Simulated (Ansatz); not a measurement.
# CH7NSSi2: the cost of one run

All numbers are computed with the Python package of Ansatz 0.2.0. Level of theory: PBE0/6-31G*.

## 1. Starting point

Bond lengths: N1–C2 1.235 Å, C2–Si3 1.861 Å, C2–S4 1.790 Å, S4–Si5 2.164 Å, N1–H6 1.095 Å, Si3–H7 1.548 Å, Si3–H8 1.455 Å, Si3–H9 1.539 Å, Si5–H10 1.456 Å, Si5–H11 1.481 Å, Si5–H12 1.491 Å. Angles (14 of 17 angles, heavy atoms first): N1–C2–Si3 118.6°, N1–C2–S4 120.6°, Si3–C2–S4 120.8°, C2–S4–Si5 101.8°, C2–N1–H6 108.1°, C2–Si3–H7 111.0°, C2–Si3–H8 113.0°, C2–Si3–H9 113.8°, S4–Si5–H10 106.8°, S4–Si5–H11 109.5°, S4–Si5–H12 105.9°, H7–Si3–H8 103.6°, H7–Si3–H9 104.4°, H8–Si3–H9 110.2°.

The script holds or builds the structure itself.

## 2. Script

File ch7nssi2_opt.py:

```python
'''Geometry optimisation of CH7NSSi2.'''

from dataclasses import dataclass
import itertools

import ansatz
from ase.data import atomic_numbers, covalent_radii
import numpy as np
import pandas as pd


@dataclass
class Settings:
    basis: str = '6-31G*'
    functional: str = 'pbe0'


settings = Settings()

geometry_ang = [
    ('N', (-1.702, 0.8842, 1.0434)),
    ('C', (-0.535, 0.5903, 0.767)),
    ('Si', (0.2818, -0.79, 1.7102)),
    ('S', (0.3704, 1.5189, -0.4664)),
    ('Si', (0.437, 0.1193, -2.1161)),
    ('H', (-1.9928, 1.7392, 0.4236)),
    ('H', (1.8215, -0.7263, 1.5648)),
    ('H', (-0.0573, -2.1085, 1.1954)),
    ('H', (0.0371, -0.7343, 3.2283)),
    ('H', (1.161, 0.7747, -3.1963)),
    ('H', (-0.9423, -0.2596, -2.5001)),
    ('H', (1.1976, -1.0632, -1.6197)),
]
geometry = ansatz.Crystal.molecule()
for symbol, xyz in geometry_ang:
    geometry = geometry.atom(symbol, xyz)

calc = (
    geometry.calculation()
    .basis(gaussian=settings.basis)
    .functional(settings.functional)
)
symbols = [site.symbol for site in geometry.cartesian_sites]
start = np.array([site.position_ang for site in geometry.cartesian_sites], dtype=float)
def progress(event):
    if event['event'] == 'relax_step':
        row = event['data']
        print(f'step {row["step"]:3d}  E = {row["lagrangian_ev"]:.6f} eV  largest force component {row["allowed_force_max_ev_ang"]:.4f} eV/A')


data = calc.relax(force_tolerance=0.02, max_steps=100).session().plan().execute(on_event=progress).report
end = np.array(data['positions_ang'])

print('reference energy %16.6f eV' % data['reference_energy_ev'])
print('total energy     %16.6f eV' % data['free_energy_ev'])
print('occupied orbitals outside the frozen core (up, down):', data['n_occupied'], ' frozen:', data['n_frozen'], ' virtual:', data['n_virtual'])

# pairs closer than 1.2 times the sum of covalent radii, before or after
radius = [covalent_radii[atomic_numbers[s]] for s in symbols]
span = lambda where, i, j: np.linalg.norm(where[i] - where[j])
bonded = [(i, j) for i, j in itertools.combinations(range(len(symbols)), 2) if min(span(start, i, j), span(end, i, j)) < 1.2 * (radius[i] + radius[j])]
print('pair        before    after (A)')
for i, j in bonded:
    print(f'{symbols[i]}{i}-{symbols[j]}{j}'.ljust(10), f'{span(start, i, j):8.4f} {span(end, i, j):8.4f}')

charges = data['charge_distribution']
table = pd.DataFrame({'atom': symbols, 'mulliken': charges['mulliken_charges_e'], 'lowdin': charges['lowdin_charges_e']})
print(table.round(3).to_string())
print('dipole (e A):', np.round(charges['dipole_moment_e_ang'], 4) + 0.0)
```

## 3. Running it

Command:

```sh
python ch7nssi2_opt.py
```

**Question.** How long does this script take on 1 thread of Arm Neoverse V2, shared host, and how much memory does it need?

About 2.5 min, with a peak of 0.35 GiB.
